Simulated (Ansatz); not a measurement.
**Hf5Se6S4: gaps at several levels of theory**

One table from this session's results is given with a row withheld; the runs are named, their logs left out.

Computed with Ansatz 0.2.0 (DFT PBE+D3(BJ), scalar-relativistic, plane waves, PAW, unless a step's input says otherwise).

That is the level of the relaxation; later steps name their own.

## The starting structure

The structure is triclinic, space group P1 (No. 1). The conventional cell has a = 6.210 Å, b = 6.465 Å, c = 9.876 Å, α = 109.11°, β = 90.00°, γ = 90.00°. Hf (site symmetry 1) has 3 Se at 2.61 Å and 3 S at 2.61 Å as nearest neighbours. Hf (site symmetry 1) has 4 Se at 2.61 Å and 2 S at 2.61 Å as nearest neighbours. Around Hf (site symmetry 1) lie 1 S at 2.61 Å and 5 Se at 2.61 Å. Hf (site symmetry 1) has 3 S at 2.61 Å and 3 Se at 2.61 Å as nearest neighbours. Around Se (site symmetry 1) lie 3 Hf at 2.61 Å. Only part of the 15 independent sites is listed.

Structure file:

```cif
data_structure
_symmetry_space_group_name_H-M 'P 1'
_symmetry_Int_Tables_number 1
_cell_length_a 6.2105
_cell_length_b 6.4654
_cell_length_c 9.8760
_cell_angle_alpha 109.107
_cell_angle_beta 90.000
_cell_angle_gamma 90.000
_cell_volume 374.71
loop_
_atom_site_label
_atom_site_type_symbol
_atom_site_fract_x
_atom_site_fract_y
_atom_site_fract_z
_atom_site_occupancy
Hf1 Hf 0.00000 0.00000 0.00000 1
Hf2 Hf 0.00000 0.20000 0.40000 1
Hf3 Hf 0.00000 0.60000 0.20000 1
Hf4 Hf 0.00000 0.40000 0.80000 1
Hf5 Hf 0.00000 0.80000 0.60000 1
Se1 Se 0.23605 0.26667 0.20000 1
Se2 Se 0.23605 0.46667 0.60000 1
Se3 Se 0.23605 0.86667 0.40000 1
Se4 Se 0.23605 0.66667 0.00000 1
S1 S 0.23605 0.06667 0.80000 1
Se5 Se 0.76395 0.33333 0.00000 1
Se6 Se 0.76395 0.53333 0.40000 1
S2 S 0.76395 0.93333 0.20000 1
S3 S 0.76395 0.73333 0.80000 1
S4 S 0.76395 0.13333 0.60000 1
```

The first run:

(A quick probe on a coarse mesh, which set the mesh and smearing, is not shown.)

input.yaml

```yaml
crystal:
  lattice:
    - [0.0, 0.0, -6.21049616]
    - [0.0, 6.46537546, 0.0]
    - [9.33196566, -3.23268773, 0.0]
  atoms:
    - { symbol: Hf, position: [0.0, 0.0, 0.0] }
    - { symbol: Hf, position: [0.0, 0.2, 0.4] }
    - { symbol: Hf, position: [0.0, 0.6, 0.2] }
    - { symbol: Hf, position: [0.0, 0.4, 0.8] }
    - { symbol: Hf, position: [0.0, 0.8, 0.6] }
    - { symbol: Se, position: [0.23604795, 0.26666667, 0.2] }
    - { symbol: Se, position: [0.23604795, 0.46666667, 0.6] }
    - { symbol: Se, position: [0.23604795, 0.86666667, 0.4] }
    - { symbol: Se, position: [0.23604795, 0.66666667, 0.0] }
    - { symbol: S, position: [0.23604795, 0.06666667, 0.8] }
    - { symbol: Se, position: [0.76395205, 0.33333333, 1.0] }
    - { symbol: Se, position: [0.76395205, 0.53333333, 0.4] }
    - { symbol: S, position: [0.76395205, 0.93333333, 0.2] }
    - { symbol: S, position: [0.76395205, 0.73333333, 0.8] }
    - { symbol: S, position: [0.76395205, 0.13333333, 0.6] }
basis:
  ecutwfc: 420
kpoints:
  mp_grid: { grid: [4, 4, 4] }
hamiltonian:
  xc: pbe
  dispersion: d3bj
scf:
  occupations: { method: gaussian, width: 0.1 }
output:
  forces: true
  stress: true
  eigenvalues: true
relax:
  adjacent_minimum: "off"
  f_tol: 0.05
  max_steps: 80
  cell: { stress_tol: 0.5 }
```

Command:

```sh
$ ansatz run input.yaml --threads 4 --pin off --max-ram 10240MiB --backend cpu --events-out ev --progress --plain --runs-dir out
```

Steps of the session up to this table: Coarse relaxation; Relaxing cell and atoms; Band edges over the whole zone; Levels with PBE+D3(BJ); Levels with PBE+D3(BJ) on the hybrid's mesh; Levels with HSE06; Levels with PBE+D3(BJ), spin-orbit coupling; Levels with r2SCAN.

One table of the session follows, with a row left open; its other results are not shown here.

| level | gap (eV) | least direct gap (eV) |
| --- | --- | --- |
| PBE+D3(BJ) | 0.49 | 0.83 |
| PBE+D3(BJ) on the hybrid's mesh | 0.47 | 0.81 |
| HSE06 | 1.19 | 1.52 |
| PBE+D3(BJ), spin-orbit coupling | 0.38 | 0.82 |
| r2SCAN | ? | ? |

Estimate the missing values for r2SCAN.

As computed: gap (eV): 0.80; least direct gap (eV): 1.13. In the column «gap (eV)» it lies between PBE+D3(BJ) (0.49) and HSE06 (1.19).

Gaps are by band count over the mesh and the named points; a gap of 0 means that the bands overlap or touch.
